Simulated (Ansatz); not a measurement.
# AlCo4: the cost of one run

Program: Ansatz 0.2.0. Level of theory: DFT PBE, scalar-relativistic, plane waves, PAW. These are calculated values, not measurements.

1 further run of the same task is left out (set aside as unsound or not needed).

**1. The structure to begin with**

It takes space group R-3m (No. 166, trigonal). The conventional cell has a = 2.575 Å, b = 2.575 Å, c = 30.036 Å, α = 90.00°, β = 90.00°, γ = 120.00°. Al (site symmetry -3m) is surrounded by 6 Co at 2.53 Å and 6 Al at 2.58 Å. Co (site symmetry 3m) is surrounded by 9 Co at 2.46 to 2.58 Å and 3 Al at 2.53 Å. Co (site symmetry 3m) is surrounded by 12 Co at 2.46 to 2.58 Å.

As a file:

```
CELL_PARAMETERS angstrom
1.28767 0.74344 10.01204
-1.28767 0.74344 10.01204
0.00000 -1.48688 10.01204
ATOMIC_POSITIONS crystal
Al 0.00000 0.00000 0.00000
Co 0.59860 0.59860 0.59860
Co 0.20022 0.20022 0.20022
Co 0.79978 0.79978 0.79978
Co 0.40140 0.40140 0.40140
```

The cell was relaxed beforehand at this level, from a generated guess; it is a trial structure. At a tolerance of 0.05 Å it has space group R-3m (No. 166); it has 11.50 Å³/atom, an uncorrected energy of -0.03 eV/atom over the elements.

**2. Static run: bands, density of states and charges**

File input.yaml:

```yaml
crystal:
  lattice:
    - [1.2876736024, 0.743438701, 10.0120357125]
    - [-1.2876736024, 0.743438701, 10.0120357125]
    - [0.0, -1.486877402, 10.0120357125]
  atoms:
    - { symbol: Al, position: [0.0, 0.0, 0.0] }
    - { symbol: Co, position: [0.5985990907, 0.5985990907, 0.5985990907], spin: 1.54 }
    - { symbol: Co, position: [0.2002223853, 0.2002223853, 0.2002223853], spin: 1.94 }
    - { symbol: Co, position: [0.7997776147, 0.7997776147, 0.7997776147], spin: 1.94 }
    - { symbol: Co, position: [0.4014009093, 0.4014009093, 0.4014009093], spin: 1.54 }
basis:
  ecutwfc: 420
kpoints:
  mp_grid: { grid: [18, 18, 18] }
  band_path:
    path:
      - [[0.0, 0.0, 0.0], [0.5, 0.5, 0.5], [0.82965751, 0.17034249, 0.5]]
      - [[0.5, -0.17034249, 0.17034249], [0.5, 0.0, 0.0], [0.0, 0.0, 0.0], [0.33517124, -0.33517124, 0.0]]
      - [[0.66482876, 0.0, 0.33517124], [0.5, 0.0, 0.5], [0.0, 0.0, 0.0]]
    npoints: 14
hamiltonian:
  xc: pbe
scf:
  occupations: { method: gaussian, width: 0.1 }
  n_extra_bands: 12
output:
  forces: true
  stress: true
  eigenvalues: true
  populations: true
  dos: { projected: true, de: 0.02, nscf_kmesh: { grid: [22, 22, 22] } }
  bader: true
  write_density: true
  write_potential: true
  elf: true
  volumetric_format: npy
magnetization:
  spin_polarized: true
checkpoint:
  read: start.run
  write: ck
  compress: false
  write_wavefunctions: false
  write_every: 100000
```

Run with:

```bash
$ ansatz run input.yaml --threads 4 --pin off --max-ram 8192MiB --backend cpu --events-out ev --progress --plain --runs-dir out
```

**Question.** How long does this run take on 4 threads of Arm Neoverse V1, shared host, and how much memory does it need?

About 2.3 min, with a peak of 2.3 GiB.
